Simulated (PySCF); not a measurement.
# BGeH6P: the cost of one run

The runs use PySCF 2.14.0, with density-fitted response routines of our own; the level of theory stands in each step. All values are computed, except where a source is named. Atoms are numbered from 0 throughout.

### 1 The molecule as given

9 atoms, charge 0, multiplicity 1; geometry from: GFN2-xTB. The atoms were then displaced at random by about 0.01 Å, so the start is not that level's minimum.

Bonds of the start (Å): B0–P1 1.83, P1–Ge2 2.27, B0–H3 1.14, B0–H4 1.20, P1–H5 1.38, Ge2–H6 1.51, Ge2–H7 1.53, Ge2–H8 1.49.

### 2 Optimising the geometry at PBE0-D3(BJ)/def2-SVP

Job settings and geometry (Å):

```
{"job": {"xc": "PBE0", "basis": "def2-SVP", "d3": "d3bj", "grid": 1, "shake": 0.01, "kind": "geom"}, "charge": 0, "multiplicity": 1}
B     -1.715540    -0.377350    -0.280480
P     -0.625300     0.301700     1.023070
Ge     1.339860     0.424510    -0.110610
H     -2.375800    -1.283890    -0.090690
H     -1.851290     0.244270    -1.292170
H     -0.338230    -0.824050     1.765070
H      1.801150    -0.779730    -0.897340
H      2.474640     0.687500     0.883700
H      1.348320     1.589890    -1.034260
```

Run with:

```console
> OMP_NUM_THREADS=1 python probes_run.py task.json out
```

This one command runs all jobs of the session in turn.

Q: Estimate the wall time and peak memory of this first job on 1 thread of Arm Neoverse V1, shared host.

About 36 s, with a peak of 0.39 GiB.
